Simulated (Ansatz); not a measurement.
# BiPd: response to strain

BiPd is deformed so: zz strain of -1 %. What stress and forces result, by LAPW, PAW and all-electron datasets made for the crystal?

Method: DFT PBEsol, scalar-relativistic, in Ansatz 0.2.0.

### Step 1. The starting structure

Symmetry: P6_3/mmc, No. 194, hexagonal system. The conventional cell has a = 4.230 Å, b = 4.230 Å, c = 5.690 Å, α = 90.00°, β = 90.00°, γ = 120.00°. Bi (site symmetry -6m2) has 6 Pd at 2.83 Å in its first shell of neighbours. Pd (site symmetry -3m) is surrounded by 6 Bi at 2.83 Å and 2 Pd at 2.85 Å.

As a file:

```cif
data_structure
_symmetry_space_group_name_H-M 'P 1'
_symmetry_Int_Tables_number 1
_cell_length_a 4.2300
_cell_length_b 4.2300
_cell_length_c 5.6900
_cell_angle_alpha 90.000
_cell_angle_beta 90.000
_cell_angle_gamma 120.000
_cell_volume 88.17
loop_
_atom_site_label
_atom_site_type_symbol
_atom_site_fract_x
_atom_site_fract_y
_atom_site_fract_z
_atom_site_occupancy
Bi1 Bi 0.33333 0.66667 0.25000 1
Bi2 Bi 0.66667 0.33333 0.75000 1
Pd1 Pd 0.00000 0.00000 0.00000 1
Pd2 Pd 0.00000 0.00000 0.50000 1
```

Atoms are numbered in the order of the input: Bi1, Bi2, Pd3, Pd4.

### Step 2. The deformed structure

Space group P6_3/mmc before, P6_3/mmc after.

### Step 3. All-electron LAPW

input.yaml reads:

```yaml
crystal:
  lattice:
    - [4.2300011007, 0.0, 0.0]
    - [-2.1150005504, 3.6632884113, 0.0]
    - [0.0, 0.0, 5.6331]
  atoms:
    - { symbol: Bi, position: [0.3333333333, 0.6666666667, 0.25] }
    - { symbol: Bi, position: [0.6666666667, 0.3333333333, 0.75] }
    - { symbol: Pd, position: [0.0, 0.0, 0.0] }
    - { symbol: Pd, position: [0.0, 0.0, 0.5] }
kpoints:
  mp_grid: { grid: [9, 9, 6] }
  band_path:
    path:
      - [0.0, 0.0, 0.0]
      - [0.5, 0.0, 0.0]
      - [0.3333333333, 0.3333333333, 0.0]
      - [0.0, 0.0, 0.0]
      - [0.0, 0.0, 0.5]
      - [0.5, 0.0, 0.5]
      - [0.3333333333, 0.3333333333, 0.5]
      - [0.0, 0.0, 0.5]
      - [0.5, 0.0, 0.5]
    npoints: 5
scf:
  occupations: { method: fermi_dirac, width: 0.03 }
hamiltonian:
  xc: pbesol
  pseudopotentials: { kind: all_electron, lapw: { basis_error: 0.0005 } }
output:
  forces: true
  stress: true
  eigenvalues: true
```

Launch:

```bash
$ ansatz run input.yaml --threads 1 --pin off --max-ram 4096MiB --backend cpu --events-out ev --progress --plain --runs-dir out
```

### Step 4. PAW with frozen cores

input.yaml reads:

```yaml
crystal:
  lattice:
    - [4.2300011007, 0.0, 0.0]
    - [-2.1150005504, 3.6632884113, 0.0]
    - [0.0, 0.0, 5.6331]
  atoms:
    - { symbol: Bi, position: [0.3333333333, 0.6666666667, 0.25] }
    - { symbol: Bi, position: [0.6666666667, 0.3333333333, 0.75] }
    - { symbol: Pd, position: [0.0, 0.0, 0.0] }
    - { symbol: Pd, position: [0.0, 0.0, 0.5] }
kpoints:
  mp_grid: { grid: [9, 9, 6] }
scf:
  occupations: { method: fermi_dirac, width: 0.03 }
hamiltonian:
  xc: pbesol
  pseudopotentials: { kind: paw }
output:
  forces: true
  stress: true
  eigenvalues: true
  efg: { contact_densities: true }
```

### Step 5. All-electron PAW on datasets made for the crystal

Changes to input.yaml since step 4:

```diff
@@ -16,3 +16,3 @@
   xc: pbesol
-  pseudopotentials: { kind: paw }
+  pseudopotentials: { kind: all_electron, datasets: crystal }
 output:
```

(Steps that only read results are left out.)

Q: Predict the outcome of this session. Wanted: pressure; largest shear or deviatoric stress.

As calculated:

| quantity | value |
| --- | --- |
| pressure | LAPW 1.27, PAW 1.26, crystal datasets 1.27 GPa |
| largest shear or deviatoric stress (LAPW) | 0.31 GPa |

In words: The largest part of the stress beyond the pressure is 0.31 GPa in size, in the zz component; the atoms are carried along and not relaxed. No run of the undeformed cell stands beside it, so pressure and stress hold what the given cell had before the change, as far as its symmetry allows. PAW: stress within 0.01 GPa of LAPW. Crystal datasets: stress within 0.01 GPa of LAPW. Spin-orbit coupling is left out, though the cell holds Bi; in elements this heavy it can shift bands and gaps by tenths of an eV.
